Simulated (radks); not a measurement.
**La in [Xe] 5d1 6d2: an all-electron calculation**

What are the levels of neutral lanthanum, how large are its shells, and how does its energy divide?

Method: Dirac Kohn-Sham, PBE, spin-unpolarised, spherical densities, finite nucleus; open shells fill j = l - 1/2 first. Code: radks (a radial shooting solver on a logarithmic mesh, Libxc functionals) version 1.

## 1. The atom as given

```
element            : lanthanum (Z = 57)
charge             : 0
electrons          : 57
configuration      : [Xe] 5d1 6d2
nuclear rms radius : 4.855 fm
```

## 2. Self-consistent calculation

Input:

```text
Z 57
configuration [Xe] 5d1 6d2
relativity Dirac
functional pbe,pbe
spin unpolarised
j_filling energy
nucleus finite rms 4.855 fm
c 137.035999084
```

Started as:

```
> python run_ks.py task.json out
```

All runs below come from this command, one after another.

Q: Predict the outcome of this run.

**Answer**, as computed:

| quantity | value |
| --- | --- |
| total energy | -8496.7784 hartree |
| exchange-correlation share of it | 2.40 % |
| −T/E | 1.0701 |
| highest occupied level | 6d3/2, -1.188 eV |
| most extended occupied level | 6d3/2, <r> = 8.61 bohr |
| radius at density 0.001 e/bohr³ | 4.00 bohr |
| maxima of the radial density | 5 |

The radial density shows 5 maxima for 6 occupied principal shells; where shells overlap, one shows as a shoulder or not at all. Relativity lifts −T/E to 1.070. This is not the tabulated ground configuration, so its levels and sizes aren't those of the ground state, and no measured value stands beside it.
